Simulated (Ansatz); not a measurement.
# AgRh (P-6m2) in Ansatz: a series of runs

The runs below take AgRh through single point, equation of state, with LDA.

Everything below comes from runs of Ansatz 0.2.0. Logs are shortened: lines on timing, memory, paths and dates and some standing lists are left out, and cuts for length are marked.

## Step 1: Starting point

Symmetry: P-6m2, No. 187, hexagonal system. Conventional cell: a = 2.778 Å, b = 2.778 Å, c = 4.809 Å, α = 90.00°, β = 90.00°, γ = 120.00°. Ag (site symmetry -6m2) has 6 Ag at 2.78 Å and 6 Rh at 2.89 Å as nearest neighbours. Around Rh (site symmetry -6m2) lie 6 Rh at 2.78 Å and 6 Ag at 2.89 Å.

The cell comes from a database or a generator and needn't be the stable form of this composition.

## Step 2: Single point, LDA, 15.10 Å³/atom (volume scaled by 0.94)

The input, input.yaml:

```yaml
crystal:
  lattice:
    - [2.7208868163, 0.0, 0.0]
    - [-1.3604434081, 2.3563571037, 0.0]
    - [0.0, 0.0, 4.7104397215]
  atoms:
    - { symbol: Ag, position: [0.0, 0.0, 0.5] }
    - { symbol: Rh, position: [0.6666666667, 0.3333333333, 0.0] }
hamiltonian:
  xc: lda
  pseudopotentials: { kind: paw }
kpoints:
  mp_grid: { grid: [11, 11, 6] }
scf:
  occupations: { method: fermi_dirac, width: 0.05 }
output:
  forces: true
  stress: true
  eigenvalues: true
  write_density: true
  write_potential: true
  elf: true
  volumetric_format: npy
```

Potentials or basis: Ansatz PAW.

Launch:

```
$ ansatz run input.yaml --threads 2 --pin off --max-ram 5632MiB --backend cpu --events-out ev --progress --plain --runs-dir out
```

Standard output:

```text
Warning: RAYON_NUM_THREADS=2 ignored (pool sized by the plan → 2); use --threads N
Engine: ansatz 0.2.0, x86_64-unknown-linux-gnu
Pseudopotentials: kind: paw
Pseudopotential: Ag, paw, valence charge 19, recommended cutoff 420 eV (normal), Ag.paw.azcp
Pseudopotential: Rh, paw, valence charge 17, recommended cutoff 420 eV (normal), Rh.paw.azcp
Functional definition: SPW92
  exchange = slater_x
  correlation = pw_c
Crystal: 2 atoms, lattice volume = 30.200 Å³
Basis set: ecut = 420 eV, 597 PW (Γ)
Bands: 22, of which v1, the nominal top of the filled ones, is band 18 counted from 1 (17 counted from 0)
Symmetry: 12 space group operations
Space group: P-6m2 (ITA 187), of the structure as read, at distance tolerance 3.1e-5 Å
k-points: 64 of 726 (time reversal used)
Non-local potential: Ag, projectors of the file, l = 0: 3, l = 1: 2, l = 2: 2, l = 3: 1
Non-local potential: Rh, projectors of the file, l = 0: 3, l = 1: 2, l = 2: 2, l = 3: 1
PAW form: soft (Blöchl's): semilocal exchange-correlation on the pseudo side does not see the compensation charge
PAW frozen core: Ag, regenerated for the run's functional, and the local potential with it (the file was generated under x = pbe(κ = 0.804, μ = 0.2195149727645171), c = pbe(β = 0.06672455060314922))
PAW frozen core: Rh, regenerated for the run's functional, and the local potential with it (the file was generated under x = pbe(κ = 0.804, μ = 0.2195149727645171), c = pbe(β = 0.06672455060314922))
PAW one-centre angular grid: Ag, 590 points (default); XC on 64 Gauss nodes
PAW one-centre angular grid: Rh, 590 points (default); XC on 64 Gauss nodes
Initial density: superposition of atomic densities (neutral atoms: chi_scale 0, normalization atom), corrected by the library's trained network
Initial wavefunctions: pseudopotential atomic-orbital guess
Functional: x = slater, c = lda
SCF iter   1: F=—  HF=-13736.250426 eV  |F-HF|=—  |Δ(HF+E_count)|=         —  Δρ=1.71e-2  dr2=5.04e-2  ethr=1.77e-3  ⟨swp⟩=5.0  Hψ=5441  notcnv=0
preconditioner: auto → Kerker (q_TF=auto, 2.809 Å⁻¹)  [metal: Δε(μ)=0.050 eV  Ē_g=9.521 eV  σ=0.050 eV  W_gap=0.24  n_scr=10 (ndim 8)  ℏωp=30.2 eV  f_vac=0.000  D(μ)=2.69/eV (n_scr^D=36)]
SCF iter   2: F=—  HF=-13736.239609 eV  |F-HF|=—  |Δ(HF+E_count)|=   1.08e-2  Δρ=6.88e-3  dr2=6.08e-3  ethr=1.40e-4  ⟨swp⟩=2.7  Hψ=2600  notcnv=0
SCF iter   3: F=—  HF=-13736.237601 eV  |F-HF|=—  |Δ(HF+E_count)|=   2.01e-3  Δρ=1.85e-3  dr2=7.99e-4  ethr=1.69e-5  ⟨swp⟩=2.4  Hψ=1838  notcnv=0
SCF iter   4: F=—  HF=-13736.237381 eV  |F-HF|=—  |Δ(HF+E_count)|=   2.20e-4  Δρ=4.97e-4  dr2=1.16e-4  ethr=2.22e-6  ⟨swp⟩=1.2  Hψ=1552  notcnv=0
SCF iter   5: F=—  HF=-13736.237348 eV  |F-HF|=—  |Δ(HF+E_count)|=   3.33e-5  Δρ=3.00e-4  dr2=5.74e-5  ethr=3.21e-7  ⟨swp⟩=2.0  Hψ=2021  notcnv=0
SCF iter   6: F=—  HF=-13736.237331 eV  |F-HF|=—  |Δ(HF+E_count)|=   1.64e-5  Δρ=9.28e-5  dr2=1.42e-6  ethr=1.60e-7  ⟨swp⟩=1.4  Hψ=1571  notcnv=0
SCF iter   7: F=-13736.237331 eV  HF=-13736.237331 eV  |F-HF|=2.89e-8  |Δ(HF+E_count)|=   3.21e-7  Δρ=1.57e-5  dr2=4.70e-8  ethr=2.78e-10  ⟨swp⟩=6.3  Hψ=9436  notcnv=0
SCF 1 converged in 7 iterations: F = -13736.237331 eV  dr2 = 4.70e-8
SCF converged after 7 iterations
Free energy (F): -13736.237331 eV
Harris-Foulkes:  -13736.237331 eV  (|F-HF|=2.89e-8)
Internal energy: -13736.213407 eV  (E = F + TS)
E sigma→0 (E₀):  -13736.225369 eV
Entropy (-TS):   -0.023924 eV (-11.962 meV/atom)
Fermi energy:    19.222919 eV
--- Per-component energies (eV) ---
  E_band       = -316.946045
  E_kinetic    = 1101.099264
  E_local      = -3721.082293  (includes V_loc(G=0)·N_el)
  E_nonlocal   = 447.973388
  E_hartree    = 1527.559145
  E_xc         = -404.252996
  E_vxc        = -512.707956  (∫ρ·V_xc dr)
  E_paw        = -7234.273800  (= ΣΔE_a)
  E_vpaw       = -687.341470  (= ΣTr[D̂ρ^β])
  E_aug_tail   = 0.001029  (compensation charges beyond the density's cutoff)
  E_ewald      = -5454.584434
  E_core_change = 1.347290  (= ΣΔE_core)
  E_smearing   = -0.023924  (= −TS)
  E_closure    = 0.000000  (closes the sum)
  Σ components = -13736.237331   (vs F -13736.237331, Δ=0.00e0)
--- Forces (eV/Å), atoms counted from 1 ---
  atom   1  Ag     0.00000000     0.00000000     0.00000000
  atom   2  Rh     0.00000000     0.00000000     0.00000000
  max |Σ_I F_I| component: 1.85e-17 eV/Å
--- Stress (GPa, compression-positive) ---
       -5.997569       0.000000       0.000000
        0.000000      -5.997569       0.000000
        0.000000       0.000000      -7.287579
  P = ⅓ Tr σ = -6.4276 GPa (-64.276 kbar)
--- Band table (eV; the first three rows and the last of 64) ---
  k-point 0: bands = ["-72.2696", "-58.6310", "-35.8041", "-35.6932", "-35.6932", "-26.4386", "-26.3781", "-26.3781", "11.5195", "13.0915", "14.7745", "14.7745", "15.6986", "16.0775", "16.0775", "17.2515", "17.2515", "19.2105", "19.3693", "19.3693", "24.9285", "35.8649"]
  k-point 1: bands = ["-72.2696", "-58.6310", "-35.8036", "-35.6932", "-35.6932", "-26.4398", "-26.3781", "-26.3781", "11.7218", "13.1472", "14.7632", "14.7632", "15.6127", "16.0481", "16.0481", "17.3123", "17.3123", "18.3239", "19.3611", "19.3611", "26.1943", "35.2394"]
  k-point 2: bands = ["-72.2696", "-58.6311", "-35.8027", "-35.6932", "-35.6932", "-26.4422", "-26.3781", "-26.3781", "12.2041", "13.3428", "14.7425", "14.7425", "15.2945", "15.9901", "15.9901", "16.9738", "17.4368", "17.4368", "19.3386", "19.3386", "28.7873", "34.0760"]
  k-point 63: bands = ["-72.2392", "-58.5583", "-35.8923", "-35.8440", "-35.7675", "-26.7732", "-26.6769", "-26.3630", "13.9194", "14.2355", "14.5451", "14.5810", "15.0671", "16.5520", "17.1119", "17.6247", "18.0703", "19.2792", "24.2672", "25.8085", "26.6989", "27.9478"]
```

Wall time 4.5 s (2 threads of Intel Xeon at 2.50GHz (Skylake/Cascade Lake), shared host); peak memory 0.37 GiB.

Results:

| Quantity | Value |
| --- | --- |
| Free energy | -13736.2373 eV |
| Pressure | -6.4 GPa |
| Band gap on the k mesh | none (metal or under the smearing width) |

Caveat: the PAW data sets come from PBE, with cores solved anew for the run's functional, which leaves a small shift of forces and pressure.

## Step 3: Single point, LDA, 15.42 Å³/atom (volume scaled by 0.96)

The input, input.yaml:

```yaml
crystal:
  lattice:
    - [2.7400486223, 0.0, 0.0]
    - [-1.3700243112, 2.3729517146, 0.0]
    - [0.0, 0.0, 4.7436129252]
  atoms:
    - { symbol: Ag, position: [0.0, 0.0, 0.5] }
    - { symbol: Rh, position: [0.6666666667, 0.3333333333, 0.0] }
hamiltonian:
  xc: lda
  pseudopotentials: { kind: paw }
kpoints:
  mp_grid: { grid: [11, 11, 6] }
scf:
  occupations: { method: fermi_dirac, width: 0.05 }
output:
  forces: true
  stress: true
  eigenvalues: true
```

Potentials or basis: Ansatz PAW.

Launch:

```
$ ansatz run input.yaml --threads 2 --pin off --max-ram 5632MiB --backend cpu --events-out ev --progress --plain --runs-dir out
```

It took 3.2 s on 2 threads of Intel Xeon at 2.50GHz (Skylake/Cascade Lake), shared host; peak memory 0.36 GiB.

Results (log left out):

```yaml
Free_energy: -13736.2044 eV
Pressure: -9.9 GPa
Band_gap_on_the_k_mesh: none (metal or under the smearing width)
```

Caveat: the PAW data sets come from PBE, with cores solved anew for the run's functional, which leaves a small shift of forces and pressure.

## Step 4: Single point, LDA, 15.74 Å³/atom (volume scaled by 0.98)

input.yaml: that of step 3 with these lines changed.

```diff
@@ -2,5 +2,5 @@
   lattice:
-    - [2.7400486223, 0.0, 0.0]
-    - [-1.3700243112, 2.3729517146, 0.0]
-    - [0.0, 0.0, 4.7436129252]
+    - [2.7589461066, 0.0, 0.0]
+    - [-1.3794730533, 2.389317416, 0.0]
+    - [0.0, 0.0, 4.7763285309]
   atoms:
```

Launch:

```
$ ansatz run input.yaml --threads 2 --pin off --max-ram 5632MiB --backend cpu --events-out ev --progress --plain --runs-dir out
```

Wall time 3.2 s (2 threads of Intel Xeon at 2.50GHz (Skylake/Cascade Lake), shared host); peak memory 0.36 GiB.

The run converged. Its results:

```yaml
Free_energy: -13736.1583 eV
Pressure: -13.0 GPa
Band_gap_on_the_k_mesh: none (metal or under the smearing width)
```

Caveat: the PAW data sets come from PBE, with cores solved anew for the run's functional, which leaves a small shift of forces and pressure.

## Step 5: Single point, LDA, 16.06 Å³/atom

input.yaml: that of step 4 with these lines changed.

```diff
@@ -2,5 +2,5 @@
   lattice:
-    - [2.7589461066, 0.0, 0.0]
-    - [-1.3794730533, 2.389317416, 0.0]
-    - [0.0, 0.0, 4.7763285309]
+    - [2.7775881998, 0.0, 0.0]
+    - [-1.3887940999, 2.4054619423, 0.0]
+    - [0.0, 0.0, 4.808602]
   atoms:
@@ -19 +19,5 @@
   eigenvalues: true
+  write_density: true
+  write_potential: true
+  elf: true
+  volumetric_format: npy
```

Launch:

```
$ ansatz run input.yaml --threads 2 --pin off --max-ram 5632MiB --backend cpu --events-out ev --progress --plain --runs-dir out
```

It took 4.4 s on 2 threads of Intel Xeon at 2.50GHz (Skylake/Cascade Lake), shared host; peak memory 0.37 GiB.

It converged, with:

| Item | Value |
| --- | --- |
| Free energy | -13736.1008 eV |
| Pressure | -15.6 GPa |
| Band gap on the k mesh | none (metal or under the smearing width) |

Caveat: the PAW data sets come from PBE, with cores solved anew for the run's functional, which leaves a small shift of forces and pressure.

## Step 6: Single point, LDA, 16.39 Å³/atom (volume scaled by 1.02)

The input, input.yaml:

```yaml
crystal:
  lattice:
    - [2.7959833597, 0.0, 0.0]
    - [-1.3979916799, 2.4213926181, 0.0]
    - [0.0, 0.0, 4.8404479744]
  atoms:
    - { symbol: Ag, position: [0.0, 0.0, 0.5] }
    - { symbol: Rh, position: [0.6666666667, 0.3333333333, 0.0] }
hamiltonian:
  xc: lda
  pseudopotentials: { kind: paw }
kpoints:
  mp_grid: { grid: [11, 11, 6] }
scf:
  occupations: { method: fermi_dirac, width: 0.05 }
output:
  forces: true
  stress: true
  eigenvalues: true
```

Potentials or basis: Ansatz PAW.

Launch:

```
$ ansatz run input.yaml --threads 2 --pin off --max-ram 5632MiB --backend cpu --events-out ev --progress --plain --runs-dir out
```

Run time: 3.4 s. Hardware: 2 threads of Intel Xeon at 2.50GHz (Skylake/Cascade Lake), shared host; peak memory 0.37 GiB.

It converged, with:

```
Free energy            : -13736.0336 eV
Pressure               : -17.9 GPa
Band gap on the k mesh : none (metal or under the smearing width)
```

Caveat: the PAW data sets come from PBE, with cores solved anew for the run's functional, which leaves a small shift of forces and pressure.

## Step 7: Single point, LDA, 16.71 Å³/atom (volume scaled by 1.04)

input.yaml: that of step 6 with these lines changed.

```diff
@@ -2,5 +2,5 @@
   lattice:
-    - [2.7959833597, 0.0, 0.0]
-    - [-1.3979916799, 2.4213926181, 0.0]
-    - [0.0, 0.0, 4.8404479744]
+    - [2.8141396046, 0.0, 0.0]
+    - [-1.4070698023, 2.4371163874, 0.0]
+    - [0.0, 0.0, 4.8718803355]
   atoms:
```

Launch:

```
$ ansatz run input.yaml --threads 2 --pin off --max-ram 5632MiB --backend cpu --events-out ev --progress --plain --runs-dir out
```

It took 3.9 s on 2 threads of Intel Xeon at 2.50GHz (Skylake/Cascade Lake), shared host; peak memory 0.37 GiB.

It converged, with:

```
Free energy            : -13735.9579 eV
Pressure               : -19.8 GPa
Band gap on the k mesh : none (metal or under the smearing width)
```

Caveat: the PAW data sets come from PBE, with cores solved anew for the run's functional, which leaves a small shift of forces and pressure.

## Step 8: Single point, LDA, 17.03 Å³/atom (volume scaled by 1.06)

input.yaml: that of step 7 with these lines changed.

```diff
@@ -2,5 +2,5 @@
   lattice:
-    - [2.8141396046, 0.0, 0.0]
-    - [-1.4070698023, 2.4371163874, 0.0]
-    - [0.0, 0.0, 4.8718803355]
+    - [2.8320645439, 0.0, 0.0]
+    - [-1.416032272, 2.4526398402, 0.0]
+    - [0.0, 0.0, 4.9029122571]
   atoms:
```

Launch:

```
$ ansatz run input.yaml --threads 2 --pin off --max-ram 5632MiB --backend cpu --events-out ev --progress --plain --runs-dir out
```

Run time: 3.8 s. Hardware: 2 threads of Intel Xeon at 2.50GHz (Skylake/Cascade Lake), shared host; peak memory 0.37 GiB.

It converged, with:

| Property | Result |
| --- | --- |
| Free energy | -13735.8749 eV |
| Pressure | -21.5 GPa |
| Band gap on the k mesh | none (metal or under the smearing width) |

Caveat: the PAW data sets come from PBE, with cores solved anew for the run's functional, which leaves a small shift of forces and pressure.

## Step 9: Equation of state, LDA

Potentials or basis: Ansatz PAW.

This step only gathers the single runs of the series.

What came out:

```
Equilibrium volume                        : 14.61 Å³/atom (rough: see the caveat)
Bulk modulus at fixed shape and positions : 213 GPa (rough)
```

Energy against volume, from the lowest point:
```
volume (Å³/atom)  energy (meV/atom)
          15.100               0.00
          15.421              16.48
          15.743              39.53
          16.064              68.25
          16.385             101.87
          16.707             139.73
          17.028             181.22
```

Caveat: the minimum lies outside the volumes run; the cell was scaled at fixed shape and fractional positions, which overstates the stiffness of a crystal with free parameters, most of all of layers and chains.
